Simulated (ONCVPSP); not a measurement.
# An ONCV potential for Ge, from input to tests

Aim: build the potential from the settings below, then test how well it stands in for the atom: other configurations, scattering, ghost states and the plane-wave cutoff that it needs.

Program: ONCVPSP 4.0.1.1 (patched build). Reference atom: PBE, scalar-relativistic, spherical and spin-unpolarised. All values are calculated.

## 1. Starting point

Typed settings, in words:

```
element                 : germanium (Ge, Z = 32)
type                    : optimised norm-conserving Vanderbilt (ONCV)
frozen core             : [Ar]
valence charge          : 14
reference configuration : 3d10 4s2 4p1 (charge +1)
partial waves           : 4s: rc 1.70 bohr, ncon 4, nbas 7, qcut 4 1/bohr, 2 projectors, debl 3.6 Ha; 4p: rc 1.85 bohr, ncon 4, nbas 8, qcut 3.8 1/bohr, 2 projectors, debl 1.3 Ha; 3d: rc 0.60 bohr, ncon 5, nbas 9, qcut 14.7 1/bohr, 2 projectors, debl 3.6 Ha
local potential         : polynomial inside 0.45 bohr (lpopt 5, dvloc0 0 Ha)
core correction         : polynomial model core, fcfact 0.5
```

An earlier all-electron run gives the scale for the radii.

All-electron outer shells of the reference configuration (PBE, scalar-relativistic, ld1.x):

```
shell  level (eV)  outermost node (bohr)  outermost maximum (bohr)
   3s     -177.52                   0.26                      0.54
   3p     -124.65                   0.23                      0.54
   3d      -38.32                      –                      0.50
   4s      -19.86                   0.77                      1.71
   4p      -11.24                   0.82                      2.08
```

## 2. Generation

The input, Ge.dat:

```
# ATOM AND REFERENCE CONFIGURATION
# atsym  z   nc   nv     iexc    psfile
  Ge 32.00    5    3        4      upf
#
#   n    l    f
    1    0    2.00
    2    0    2.00
    2    1    6.00
    3    0    2.00
    3    1    6.00
    3    2   10.00
    4    0    2.00
    4    1    1.00
#
# PSEUDOPOTENTIAL AND OPTIMIZATION
# lmax
    2
#
#   l,   rc,      ep,       ncon, nbas, qcut
    0    1.70    0.00    4    7    4.00
    1    1.85    0.00    4    8    3.80
    2    0.60    0.00    5    9   14.70
#
# LOCAL POTENTIAL
# lloc, lpopt,  rc(5),   dvloc0
    4    5    0.45    0.00
#
# VANDERBILT-KLEINMAN-BYLANDER PROJECTORs
# l, nproj, debl
    0    2    3.60
    1    2    1.30
    2    2    3.60
#
# MODEL CORE CHARGE
# icmod, fcfact, rcfact
    1    0.50    0.00
#
# LOG DERIVATIVE ANALYSIS
# epsh1, epsh2, depsh
   -3.00    5.00    0.02
#
# OUTPUT GRID
# rlmax, drl
    6.00    0.01
#
# TEST CONFIGURATIONS
# ncnf
    4
# nvcnf
#   n    l    f
    3
    3    2   10.00
    4    0    2.00
    4    1    2.00
#
    3
    3    2   10.00
    4    0    2.00
    4    1    0.00
#
    3
    3    2   10.00
    4    0    1.00
    4    1    0.00
#
    3
    3    2    9.00
    4    0    2.00
    4    1    3.00
#
```

The run is started by

```console
$ oncvpsp.x < Ge.dat > Ge.out
```

Before running it: what results should come out? Wanted: cutoffs for 1 and 0.1 mHa per electron, occupied waves; bound ghosts; GHOST(+) flags; largest test error; largest phase difference near zero energy, channels read; rms error of d²Exc/dn², without and with the model core.

**Answer**, as computed:

| quantity | value |
| --- | --- |
| cutoffs for 1 and 0.1 mHa per electron, occupied waves | 812 Ha and 890 Ha |
| bound ghosts | s at -663.43 eV, p at -183.74 eV |
| GHOST(+) flags | s at 159 eV, d at 7298 eV, d at 13194 eV |
| largest test error (AE − PS) | -552 meV, for 3d9 4s2 4p3 |
| largest phase difference near zero energy, channels read | 0.001 rad |
| rms error of d²Exc/dn², without and with the model core | 6.97 and 2.03 mHa |

A bound ghost (s, p) makes it unfit for use: electrons can fall into a state that the atom doesn't have. The worst unpolarised test, 3d9 4s2 4p3, is off by 552 meV on 22.2 eV; by total energies transferability rates as poor. By its cutoff, 812 Ha for the looser tolerance, it is very hard. At the looser tolerance the 3d wave is the slowest; 4s needs 10 Ha. Near zero energy the phases of the channels with partial waves agree within 0.001 rad. The program also flags highly localised states, GHOST(+) (s, d). These are tests on the free atom; a crystal test is still owed.
